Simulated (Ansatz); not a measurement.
# SmSi4: the cost of one run

Program: Ansatz 0.2.0. Level of theory: DFT PBE, scalar-relativistic, plane waves, PAW; 4f electrons in the core of a trivalent norm-conserving potential. These are calculated values, not measurements.

**1. The structure to begin with**

The structure is hexagonal, space group P-6m2 (No. 187). Conventional cell: a = 3.598 Å, b = 3.598 Å, c = 8.639 Å, α = 90.00°, β = 90.00°, γ = 120.00°. Sm (site symmetry -6m2) is surrounded by 6 Si at 3.44 Å and 6 Sm at 3.60 Å. Si (site symmetry 3m) is surrounded by 1 Si at 1.58 Å. Si (site symmetry -6m2) has 3 Si at 2.08 Å as nearest neighbours. Si (site symmetry -6m2) has 2 Si at 1.58 Å as nearest neighbours.

As a file:

```cif
data_structure
_symmetry_space_group_name_H-M 'P 1'
_symmetry_Int_Tables_number 1
_cell_length_a 3.5981
_cell_length_b 3.5981
_cell_length_c 8.6387
_cell_angle_alpha 90.000
_cell_angle_beta 90.000
_cell_angle_gamma 120.000
_cell_volume 96.86
loop_
_atom_site_label
_atom_site_type_symbol
_atom_site_fract_x
_atom_site_fract_y
_atom_site_fract_z
_atom_site_occupancy
Sm1 Sm 0.00000 0.00000 0.50000 1
Si1 Si 0.66667 0.33333 0.18320 1
Si2 Si 0.66667 0.33333 0.81680 1
Si3 Si 0.00000 0.00000 0.00000 1
Si4 Si 0.66667 0.33333 0.00000 1
```

Recipe of the guess: random cell by space group and Wyckoff sites (P-6m2, No. 187). The dimensions are guesses.

**2. Probe: one point on a coarse mesh**

Contents of input.yaml:

```yaml
crystal:
  lattice:
    - [3.59809203, 0.0, 0.0]
    - [-1.79904602, 3.1160391, 0.0]
    - [0.0, 0.0, 8.63873617]
  atoms:
    - { symbol: Sm, position: [0.0, 0.0, 0.5] }
    - { symbol: Si, position: [0.66666667, 0.33333333, 0.18319947] }
    - { symbol: Si, position: [0.66666667, 0.33333333, 0.81680053] }
    - { symbol: Si, position: [0.0, 0.0, 0.0] }
    - { symbol: Si, position: [0.66666667, 0.33333333, 0.0] }
basis:
  ecutwfc: 690
kpoints:
  mp_grid: { grid: [6, 6, 2] }
hamiltonian:
  xc: pbe
  pseudopotentials:
    kind: paw
    azcp: { Sm: "pseudopotentials/pbe/nc/lanthanide_3plus/Sm.nc.azcp" }
scf:
  occupations: { method: gaussian, width: 0.1 }
  lower_state_search: "off"
output:
  forces: true
  stress: true
  eigenvalues: true
```

The run is started by

```console
> ansatz run input.yaml --threads 1 --pin off --max-ram 2560MiB --backend cpu --events-out ev --progress --plain --runs-dir out
```

**Question.** How long does this run take on 1 thread of AMD EPYC 9R45 (Zen 5), shared host, and how much memory does it need?

About 2.1 s, with a peak of 0.37 GiB.
